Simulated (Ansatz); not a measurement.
MnS, space group Fm-3m: relaxations under a series of pressures, run with Ansatz 0.2.0, Python API.

`run_compress.py`
```python
import ansatz
import numpy as np
import pandas as pd
from pymatgen.core import Lattice, Structure
from pymatgen.io.ase import AseAtomsAdaptor

def edges_and_angles(cell):
    cell = np.asarray(cell)
    a, b, c = np.linalg.norm(cell, axis=1)
    cosines = cell[1] @ cell[2] / (b * c), cell[0] @ cell[2] / (a * c), cell[0] @ cell[1] / (a * b)
    return (a, b, c, *np.degrees(np.arccos(cosines)))

pmg_structure = Structure(
    Lattice([(0.0, 2.6045, 2.6045), (2.6045, 0.0, 2.6045), (2.6045, 2.6045, 0.0)]),
    ['Mn', 'S'],
    [
        (0.0, 0.0, 0.0),
        (0.5, 0.5, 0.5),
    ],
)
crystal = ansatz.Crystal.from_ase(AseAtomsAdaptor.get_atoms(pmg_structure)).moments(Mn=2.8)

calculation = (
    crystal.calculation()
    .hubbard('Mn', 'd', u=4.4, j=0.9)
    .spin('collinear')
    .occupations('fermi_dirac')
    .functional('PBE')
    .kpoints(density=5.1)
)

rows = []
for pressure in [0, 2, 4, 6, 8]:
    done = calculation.relax(cell=True, pressure=pressure, force_tolerance=0.01).run(threads=1, backend='cpu')
    cell = done.lattice.cell_ang
    n_atoms = len(done.lattice.sites)
    volume = abs(np.linalg.det(cell)) / n_atoms
    enthalpy = done.report['free_energy_ev'] / n_atoms + pressure * volume / 160.21766
    rows.append((pressure, volume, enthalpy, *edges_and_angles(cell)))
    print(f'{pressure} GPa done: {volume:.4f} A^3/atom')

table = pd.DataFrame(rows, columns=['P_GPa', 'V_A3_atom', 'H_eV_atom', 'a', 'b', 'c', 'alpha', 'beta', 'gamma'])
print(table.round(4).to_string(index=False))
p, v = np.array([row[0] for row in rows], float), np.array([row[1] for row in rows])
print('mean bulk modulus between rows (GPa):', np.round(-np.diff(p) / np.diff(np.log(v)), 1))
```

Its results, one of them left out:

| P (GPa) | relaxed V (Å³/atom) |
| --- | --- |
| 0 | 18.603 |
| 2 | 18.162 |
| 4 | 17.764 |
| 6 | ? |
| 8 | 17.076 |

What volume does the cell relax to at 6 GPa?

Murnaghan's form V = V0 (1 + B' P / B0)^(-1/B') through the 4 rows shown gives V0 = 18.603 Å³, B0 = 79.6 GPa and B' = 3.64, and so 17.405 Å³ an atom at 6 GPa. The run gave 17.400 Å³, 0.03 % away.

Notes:
- The magnetic order follows from the starting moments and needn't be the lowest.
- At a fixed pressure a relaxation lowers the enthalpy F + PV, while F alone can rise.
- With one magnetic atom the cell can hold only ferromagnetic order.
- Of the deposited cell: the entry's cell lengths or inner coordinates differ somewhat from later room-temperature determinations.
- The structure is a deposited one; some such entries were measured under pressure or heat, so a shift against it needn't be the functional's error alone.
- Symmetry holds the cell in this phase, whether or not it is the stable one at each pressure.
- Wall time of the script: 120 s on 1 thread of Arm Neoverse V1, with other jobs on the host, peak memory 0.46 GiB.
